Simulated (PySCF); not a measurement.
# [Pb(CCH)]+: other functionals and bases at one geometry

One table from this session's results is given with a row withheld; the runs are named, their logs left out.

The runs use PySCF 2.14.0; several levels, as the steps say, no spin–orbit coupling.

4 further runs of the same task are left out: 2 for a known fault of the program, 1 that didn't finish, 1 set aside as unsound or not needed. Runs told in other sessions of the task aren't counted.

## Starting geometry

4 atoms, charge 1, spin multiplicity 1.

Bond lengths: Pb1–C2 2.169 Å, C2–C3 1.233 Å, C3–H4 1.082 Å. Angles: Pb1–C2–C3 180.0°, C2–C3–H4 180.0°.

Geometry (Å):

```
Pb    0.0000    0.0000   -0.1847
C     0.0000    0.0000    1.9843
C     0.0000    0.0000    3.2169
H     0.0000    0.0000    4.2989
```

Formal oxidation states: Pb +2. An earlier session relaxed this geometry at r2SCAN, Pb def2-SVP with ECP60, C def2-SVP, H def2-SVP (singlet, point group C∞v).

At r2SCAN on the finer grid: E = -269.320786 Eh, HOMO -12.37 eV, LUMO -9.10 eV, Mulliken charge on Pb1 +1.09 e, largest force component 0.026 eV/Å. 

Levels to run: HF; CAM-B3LYP; B3LYP; revPBE; r2SCAN, TZVP; r2SCAN, x2c-SVP. Hardware: 2 threads of Arm Neoverse V2, shared host.

The first run:

Contents of run.py (the lines that set the calculation):

```python
mol = gto.M(atom='''
Pb     0.00000     0.00000    -0.18468
C      0.00000     0.00000     1.98427
C      0.00000     0.00000     3.21686
H      0.00000     0.00000     4.29888''',
    basis={'Pb': 'def2-SVP', 'C': 'def2-SVP', 'H': 'def2-SVP'},
    ecp={'Pb': 'def2-SVP'},
    charge=1, spin=0)
mf = scf.RHF(mol)
mf = mf.density_fit()  # fitting sets: Pb def2-universal-JKFIT, C def2-universal-JKFIT, H def2-universal-JKFIT
mf.conv_tol = 1e-08; mf.max_cycle = 55
mf.kernel(dm0)  # dm0: the density of the relaxed state
```

Started as:

```
$ OMP_NUM_THREADS=2 python run.py
```

Among the steps run: HF; CAM-B3LYP; B3LYP; revPBE; r2SCAN, TZVP; r2SCAN, x2c-SVP.

One table of the session follows, with a row left open; its other results are not shown here.

| level | HOMO (eV) | gap (eV) | charge on Pb1 (e) | dipole (D) | largest force component (eV/Å) |
| --- | --- | --- | --- | --- | --- |
| r2SCAN (relaxed here) | -12.37 | 3.27 | 1.09 | 1.16 | 0.03 |
| HF | -15.54 | 9.83 | 1.27 | 0.49 | 2.74 |
| CAM-B3LYP | -14.45 | 6.75 | 1.08 | 0.84 | 1.10 |
| B3LYP | ? | ? | ? | ? | ? |
| revPBE | -12.10 | 2.92 | 1.04 | 1.27 | 0.78 |
| r2SCAN, TZVP | -12.32 | 3.23 | 1.30 | 1.10 | 0.69 |
| r2SCAN, x2c-SVP | -12.36 | 3.24 | 1.15 | 1.13 | 0.44 |

Estimate the missing values for B3LYP.

**Answer.** HOMO (eV): -12.99; gap (eV): 4.15; charge on Pb1 (e): 1.06; dipole (D): 1.12; largest force component (eV/Å): 0.37. In the column «HOMO (eV)» it lies between CAM-B3LYP (-14.45) and r2SCAN (relaxed here) (-12.37).

The dipole of a charged species depends on the origin, so these sizes hold for this origin alone.

In one basis the HOMO–LUMO gap runs from 2.92 eV (revPBE) to 9.83 eV (HF). The largest leftover force, 2.74 eV/Å with HF, stands at a geometry relaxed at another level. Total energies of different levels can't be compared.
